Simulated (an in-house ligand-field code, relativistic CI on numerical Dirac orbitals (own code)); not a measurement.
**d3 in a ligand field: terms against the cubic field**

Aim: the terms of a d3 shell from Racah B and C and the field, by exact diagonalisation.

The numbers are computed with an in-house ligand-field code version 1 (parametric ligand-field model of a d^n configuration (Racah B and C, spin-orbit zeta, crystal field), exact diagonalisation), except any that are marked as measured or tabulated.

### Step 1. The system

| Property | Result |
| --- | --- |
| shell | d3 |
| set 1 (cm⁻¹) | B = 300, C = 1280, Td, 10Dq = -2460 |
| set 2 (cm⁻¹) | B = 300, C = 1280, Td, 10Dq = -2730 |
| set 3 (cm⁻¹) | B = 300, C = 1280, Td, 10Dq = -3000 |
| set 4 (cm⁻¹) | B = 300, C = 1280, Td, 10Dq = -3270 |
| set 5 (cm⁻¹) | B = 300, C = 1280, Td, 10Dq = -3540 |
| set 6 (cm⁻¹) | B = 300, C = 1280, Td, 10Dq = -3810 |
| set 7 (cm⁻¹) | B = 300, C = 1280, Td, 10Dq = -4080 |
| set 8 (cm⁻¹) | B = 300, C = 1280, Td, 10Dq = -4350 |

### Step 2. Set 1

Settings, as recorded:

```ini
n = 3
racah_B = 300  # cm-1
racah_C = 1280  # cm-1
zeta = 0  # cm-1
symmetry = Td
field = {"10Dq": -2460}  # cm-1
```

### Step 3. Set 2

Settings, as recorded:

```ini
n = 3
racah_B = 300  # cm-1
racah_C = 1280  # cm-1
zeta = 0  # cm-1
symmetry = Td
field = {"10Dq": -2730}  # cm-1
```

### Step 4. Set 3

Settings, as recorded:

```ini
n = 3
racah_B = 300  # cm-1
racah_C = 1280  # cm-1
zeta = 0  # cm-1
symmetry = Td
field = {"10Dq": -3000}  # cm-1
```

### Step 5. Set 4

Settings, as recorded:

```ini
n = 3
racah_B = 300  # cm-1
racah_C = 1280  # cm-1
zeta = 0  # cm-1
symmetry = Td
field = {"10Dq": -3270}  # cm-1
```

### Step 6. Set 5

Settings, as recorded:

```ini
n = 3
racah_B = 300  # cm-1
racah_C = 1280  # cm-1
zeta = 0  # cm-1
symmetry = Td
field = {"10Dq": -3540}  # cm-1
```

### Step 7. Set 6

Settings, as recorded:

```ini
n = 3
racah_B = 300  # cm-1
racah_C = 1280  # cm-1
zeta = 0  # cm-1
symmetry = Td
field = {"10Dq": -3810}  # cm-1
```

### Step 8. Set 7

Settings, as recorded:

```ini
n = 3
racah_B = 300  # cm-1
racah_C = 1280  # cm-1
zeta = 0  # cm-1
symmetry = Td
field = {"10Dq": -4080}  # cm-1
```

### Step 9. Set 8

Settings, as recorded:

```ini
n = 3
racah_B = 300  # cm-1
racah_C = 1280  # cm-1
zeta = 0  # cm-1
symmetry = Td
field = {"10Dq": -4350}  # cm-1
```

(Steps that only read results are left out.)

**Question.** What will these runs give? Wanted: lowest terms; sets at their largest spin, of those that allow S over 1.

**Answer**, as computed:

| set | 10Dq/B (size) | lowest | S | electrons in z² and x²-y² | first level of the same spin (cm⁻¹) |
| --- | --- | --- | --- | --- | --- |
| 1: Td | 8.2 | 4T1 | 1.50 | 1.91 | 4T2 2126 |
| 2: Td | 9.1 | 4T1 | 1.50 | 1.92 | 4T2 2372 |
| 3: Td | 10.0 | 4T1 | 1.50 | 1.92 | 4T2 2621 |
| 4: Td | 10.9 | 4T1 | 1.50 | 1.93 | 4T2 2871 |
| 5: Td | 11.8 | 4T1 | 1.50 | 1.93 | 4T2 3122 |
| 6: Td | 12.7 | 4T1 | 1.50 | 1.94 | 4T2 3375 |
| 7: Td | 13.6 | 4T1 | 1.50 | 1.94 | 4T2 3628 |
| 8: Td | 14.5 | 4T1 | 1.50 | 1.95 | 4T2 3883 |

| quantity | value |
| --- | --- |
| lowest terms | 1: 4T1, 2: 4T1, 3: 4T1, 4: 4T1, 5: 4T1, 6: 4T1, 7: 4T1, 8: 4T1 |
| sets at their largest spin, of those that allow S over 1 | 1, 2, 3, 4, 5, 6, 7, 8 |

The lowest term stays 4T1 over this range. A negative 10Dq stands for a tetrahedral field. B, C and the field are free parameters here, not those of a compound.
